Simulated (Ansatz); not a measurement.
**ClH6O2ScSi2: vertical ionisation energy**

The task here is to estimate one member of a computed series from the others.

Program: Ansatz 0.2.0, Gaussian basis. Level of theory: unrestricted cation, the program's frozen cores in correlated methods. These are calculated values, not measurements.

The runs, in order: UKS PBE-D4/def2-TZVPP; UKS r2SCAN-D4/def2-TZVPP; UKS PBE0-D4/def2-TZVPP; UKS B3LYP-D4/def2-TZVPP; UKS wB97X-V/def2-TZVPP; UKS wB97M-V/def2-TZVPP; UKS B2PLYP/def2-TZVPP; UHF-CCSD(T)/def2-TZVPP; UHF-MP2/def2-QZVPP; extrapolation to the limit; then −ε(HOMO) from the neutral's earlier runs with LDA (SPW92), PBE-D4, revPBE-D4, BLYP-D4, r2SCAN-D4, B97M-V, PBE0-D4, B3LYP-D4, r2SCANh-D4, r2SCAN0-D4, HSE06-D4, BHLYP-D4, CAM-B3LYP-D4, LC-ωPBE, ωB97X-V, ωB97M-V.

## The relaxed structure

An earlier PBE0-D4 in a triple-zeta def2 set relaxation fixed the geometry.

12 atoms, charge 0, spin multiplicity 1.

Atoms are counted from 1 here; the program's logs count them from 0.

Bond lengths: Si1–O2 1.636 Å, Si1–H7 1.487 Å, Si1–H8 1.487 Å, Si1–H9 1.488 Å, O2–Sc3 1.869 Å, Sc3–Cl4 2.312 Å, Sc3–O5 1.869 Å, O5–Si6 1.636 Å, Si6–H10 1.487 Å, Si6–H11 1.487 Å, Si6–H12 1.488 Å. Angles: O2–Si1–H7 110.3°, O2–Si1–H8 109.8°, O2–Si1–H9 110.0°, H7–Si1–H8 109.0°, H7–Si1–H9 108.8°, H8–Si1–H9 108.9°, Si1–O2–Sc3 177.1°, O2–Sc3–Cl4 121.1°, O2–Sc3–O5 117.8°, Cl4–Sc3–O5 121.1°, Sc3–O5–Si6 177.5°, O5–Si6–H10 110.1°, O5–Si6–H11 109.8°, O5–Si6–H12 110.1°, H10–Si6–H11 109.0°, H10–Si6–H12 108.8°, H11–Si6–H12 108.9°.

The first run:

File in.yaml:

```yaml
crystal:
  periodic: [false, false, false]
  atoms:
    - {symbol: Si, position_ang: [-2.799528, 1.051910, 0.299411]}
    - {symbol: O, position_ang: [-1.577977, -0.019752, 0.487561]}
    - {symbol: Sc, position_ang: [-0.126824, -1.186772, 0.652045]}
    - {symbol: Cl, position_ang: [-0.336175, -3.203068, 1.764078]}
    - {symbol: O, position_ang: [1.500221, -0.669703, -0.109245]}
    - {symbol: Si, position_ang: [2.893816, -0.154426, -0.793429]}
    - {symbol: H, position_ang: [-3.879831, 0.778895, 1.283522]}
    - {symbol: H, position_ang: [-3.358086, 0.943535, -1.074892]}
    - {symbol: H, position_ang: [-2.298586, 2.437031, 0.507673]}
    - {symbol: H, position_ang: [3.629155, -1.303483, -1.384558]}
    - {symbol: H, position_ang: [3.751026, 0.492898, 0.235217]}
    - {symbol: H, position_ang: [2.602779, 0.832935, -1.867382]}
basis:
  gaussian: {orbitals: def2-TZVPP}
total_charge: 1
magnetization: {spin_polarized: true, initial_magnetization: 1}
hamiltonian: {xc: pbe, dispersion: d4}
```

Steps of the session up to this table: Cation, UKS PBE-D4/def2-TZVPP; Cation, UKS r2SCAN-D4/def2-TZVPP; Cation, UKS PBE0-D4/def2-TZVPP; Cation, UKS B3LYP-D4/def2-TZVPP; Cation, UKS wB97X-V/def2-TZVPP; Cation, UKS wB97M-V/def2-TZVPP; Cation, UKS B2PLYP (frozen core)/def2-TZVPP; Cation, UHF-CCSD(T)/def2-TZVPP; Cation, UHF-MP2/def2-QZVPP.

One of the session's tables, all rows but one given; the rest of the session is left out.

Orbital estimates, from the neutral's runs:

```
  functional  −ε(HOMO) (eV)
 LDA (SPW92)           7.38
      PBE-D4           7.26
   revPBE-D4              ?
     BLYP-D4           7.14
   r2SCAN-D4           7.62
      B97M-V           7.73
     PBE0-D4           8.67
    B3LYP-D4           8.43
  r2SCANh-D4           8.13
  r2SCAN0-D4           8.91
    HSE06-D4           8.27
    BHLYP-D4           9.99
CAM-B3LYP-D4          10.06
     LC-ωPBE          11.43
     ωB97X-V          11.08
     ωB97M-V          10.95
```

**Question.** Estimate the row for revPBE-D4.

As computed: −ε(HOMO) (eV): 7.21. In the column «−ε(HOMO) (eV)» it lies between BLYP-D4 (7.14) and PBE-D4 (7.26).
